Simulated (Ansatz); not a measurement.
# Br2H4HfN2: small, medium and large basis sets

Aim: see how fast density functionals converge with the basis set for Br2H4HfN2.

Computed with Ansatz 0.2.0, Gaussian basis. Level: one geometry, several basis sets.

The runs, in order: PBE0-D4/def2-SVP; ωB97M-V/def2-SVP; PBE0-D4/def2-QZVPP; ωB97M-V/def2-QZVPP; the functionals' def2-TZVPP values are taken from earlier runs.

### 1 The geometry

All runs share one geometry, relaxed beforehand with PBE0-D4 in a triple-zeta def2 set. Hf takes the def2 core potential; no spin-orbit term is included.

9 atoms, charge 0, spin multiplicity 1.

Atoms are counted from 1 here; the program's logs count them from 0.

Bond lengths: N1–Hf2 2.004 Å, N1–H6 1.011 Å, N1–H7 1.011 Å, Hf2–N3 2.008 Å, Hf2–Br4 2.518 Å, Hf2–Br5 2.518 Å, N3–H8 1.009 Å, N3–H9 1.012 Å. Angles: Hf2–N1–H6 125.3°, Hf2–N1–H7 125.3°, H6–N1–H7 109.1°, N1–Hf2–N3 104.9°, N1–Hf2–Br4 109.9°, N1–Hf2–Br5 109.9°, N3–Hf2–Br4 109.0°, N3–Hf2–Br5 109.0°, Br4–Hf2–Br5 113.7°, Hf2–N3–H8 126.1°, Hf2–N3–H9 124.8°, H8–N3–H9 109.2°.

As a file:

```
N     1.3910    0.9130   -0.2789
Hf   -0.5026    0.2600   -0.3358
N    -0.5273   -1.3569    0.8541
Br   -1.1005   -0.4372   -2.6805
Br   -2.0426    2.0065    0.6229
H     2.1162    0.6603   -0.9370
H     1.7494    1.6136    0.3561
H     0.2608   -1.7358    1.3584
H    -1.3444   -1.9234    1.0406
```

### 2 PBE0-D4 in def2-SVP

in.yaml

```yaml
crystal:
  periodic: [false, false, false]
  atoms:
    - {symbol: N, position_ang: [1.390992, 0.912973, -0.278889]}
    - {symbol: Hf, position_ang: [-0.502550, 0.260036, -0.335801]}
    - {symbol: N, position_ang: [-0.527326, -1.356925, 0.854140]}
    - {symbol: Br, position_ang: [-1.100528, -0.437233, -2.680459]}
    - {symbol: Br, position_ang: [-2.042607, 2.006525, 0.622890]}
    - {symbol: H, position_ang: [2.116168, 0.660260, -0.937011]}
    - {symbol: H, position_ang: [1.749436, 1.613649, 0.356120]}
    - {symbol: H, position_ang: [0.260826, -1.735847, 1.358414]}
    - {symbol: H, position_ang: [-1.344411, -1.923428, 1.040598]}
basis:
  gaussian: {orbitals: def2-SVP}
hamiltonian: {xc: pbe0, dispersion: d4}
output: {orbitals: {seedname: orbitals}}
```

On the command line:

```bash
$ ansatz run in.yaml --threads 4 --pin off --events-out ev --progress --plain --max-ram 11315MiB
```

After this run come: ωB97M-V in def2-SVP; PBE0-D4 in def2-QZVPP; ωB97M-V in def2-QZVPP.

**Question.** What will the summary of the whole plan be? Wanted: PBE0-D4: double and triple zeta above quadruple; ωB97M-V: double and triple zeta above quadruple.

**Answer**, as computed:

```
                                       quantity           value
PBE0-D4: double and triple zeta above quadruple  24.13, 3.06 eV
ωB97M-V: double and triple zeta above quadruple  24.09, 2.94 eV
```

PBE0-D4 gains 21.08 eV from double to triple zeta, then 3.06 eV more. These are total energies; as a rule much of such shifts cancels in differences, which this series doesn't test. The LUMO of ωB97M-V is positive and keeps falling with the basis (0.97 to 0.44 eV): an unbound level that the basis holds in place.
